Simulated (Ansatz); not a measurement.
**CH₆ClOScSi: ionisation energy by level of theory**

An exercise on one series of results from a longer session: the logs are not shown, and one member is left open.

Computed with Ansatz 0.2.0, Gaussian basis. Level: unrestricted cation, the program's frozen cores in correlated methods.

The runs, in order: UKS PBE-D4/def2-TZVPP; UKS r2SCAN-D4/def2-TZVPP; UKS PBE0-D4/def2-TZVPP; UKS B3LYP-D4/def2-TZVPP; UKS wB97X-V/def2-TZVPP; UKS wB97M-V/def2-TZVPP; UKS B2PLYP/def2-TZVPP; UHF-CCSD(T)/def2-TZVPP; UHF-MP2/def2-QZVPP; extrapolation to the limit; then −ε(HOMO) from the neutral's earlier runs with LDA (SPW92), PBE-D4, revPBE-D4, BLYP-D4, r2SCAN-D4, B97M-V, PBE0-D4, B3LYP-D4, r2SCANh-D4, r2SCAN0-D4, HSE06-D4, BHLYP-D4, CAM-B3LYP-D4, LC-ωPBE, ωB97X-V, ωB97M-V.

### The geometry

All runs share one geometry, relaxed beforehand with PBE0-D4 in a triple-zeta def2 set.

11 atoms, charge 0, spin multiplicity 1.

Atoms are counted from 1 here; the program's logs count them from 0.

Bond lengths: C1–Sc2 2.164 Å, C1–H6 1.099 Å, C1–H7 1.097 Å, C1–H8 1.097 Å, Sc2–Cl3 2.315 Å, Sc2–O4 1.869 Å, O4–Si5 1.636 Å, Si5–H9 1.487 Å, Si5–H10 1.487 Å, Si5–H11 1.487 Å. Angles: Sc2–C1–H6 110.6°, Sc2–C1–H7 111.9°, Sc2–C1–H8 112.7°, H6–C1–H7 106.9°, H6–C1–H8 106.4°, H7–C1–H8 108.0°, C1–Sc2–Cl3 119.2°, C1–Sc2–O4 114.7°, Cl3–Sc2–O4 126.1°, Sc2–O4–Si5 179.4°, O4–Si5–H9 110.0°, O4–Si5–H10 109.8°, O4–Si5–H11 110.3°, H9–Si5–H10 108.9°, H9–Si5–H11 108.8°, H10–Si5–H11 108.9°.

Coordinates:

```xyz
11
charge 0, multiplicity 1
C    -0.6644    1.2895    1.8972
Sc    0.4220    1.1885    0.0290
Cl    1.6624    3.0198   -0.6548
O     0.3100   -0.4571   -0.8504
Si    0.2296   -1.8991   -1.6182
H    -0.1058    0.7852    2.6980
H    -0.8229    2.3248    2.2222
H    -1.6434    0.7981    1.8450
H    -1.1631   -2.4201   -1.5789
H     1.1295   -2.8775   -0.9509
H     0.6462   -1.7520   -3.0382
```

Set-up of the first run:

in.yaml

```yaml
crystal:
  periodic: [false, false, false]
  atoms:
    - {symbol: C, position_ang: [-0.664447, 1.289504, 1.897231]}
    - {symbol: Sc, position_ang: [0.421971, 1.188473, 0.028978]}
    - {symbol: Cl, position_ang: [1.662376, 3.019780, -0.654772]}
    - {symbol: O, position_ang: [0.309981, -0.457109, -0.850427]}
    - {symbol: Si, position_ang: [0.229564, -1.899140, -1.618230]}
    - {symbol: H, position_ang: [-0.105813, 0.785243, 2.697979]}
    - {symbol: H, position_ang: [-0.822900, 2.324843, 2.222240]}
    - {symbol: H, position_ang: [-1.643413, 0.798076, 1.844960]}
    - {symbol: H, position_ang: [-1.163064, -2.420144, -1.578870]}
    - {symbol: H, position_ang: [1.129509, -2.877543, -0.950876]}
    - {symbol: H, position_ang: [0.646226, -1.751963, -3.038224]}
basis:
  gaussian: {orbitals: def2-TZVPP}
total_charge: 1
magnetization: {spin_polarized: true, initial_magnetization: 1}
hamiltonian: {xc: pbe, dispersion: d4}
```

The run is started by

```sh
ansatz run in.yaml --threads 2 --pin off --events-out ev --progress --plain --max-ram 22528MiB --backend cuda --devices 0, --max-vram 18GiB
```

Among the steps run: Cation, UKS PBE-D4/def2-TZVPP; Cation, UKS r2SCAN-D4/def2-TZVPP; Cation, UKS PBE0-D4/def2-TZVPP; Cation, UKS B3LYP-D4/def2-TZVPP; Cation, UKS wB97X-V/def2-TZVPP; Cation, UKS wB97M-V/def2-TZVPP; Cation, UKS B2PLYP (frozen core)/def2-TZVPP; Cation, UHF-CCSD(T)/def2-TZVPP; Cation, UHF-MP2/def2-QZVPP.

One of the session's tables, all rows but one given; the rest of the session is left out.

It belongs to the step «Ionisation energies side by side». For comparison, −ε(HOMO) of the neutral from earlier runs:

```
  functional  −ε(HOMO) (eV)
 LDA (SPW92)           6.25
      PBE-D4           6.10
   revPBE-D4           6.04
     BLYP-D4           5.96
   r2SCAN-D4           6.37
      B97M-V              ?
     PBE0-D4           7.44
    B3LYP-D4           7.19
  r2SCANh-D4           6.87
  r2SCAN0-D4           7.62
    HSE06-D4           7.04
    BHLYP-D4           8.65
CAM-B3LYP-D4           8.85
     LC-ωPBE          10.28
     ωB97X-V           9.89
     ωB97M-V           9.76
```

Q: Estimate the row for B97M-V from the others.

**Answer.** −ε(HOMO) (eV): 6.46. In the column «−ε(HOMO) (eV)» it lies between r2SCAN-D4 (6.37) and r2SCANh-D4 (6.87).
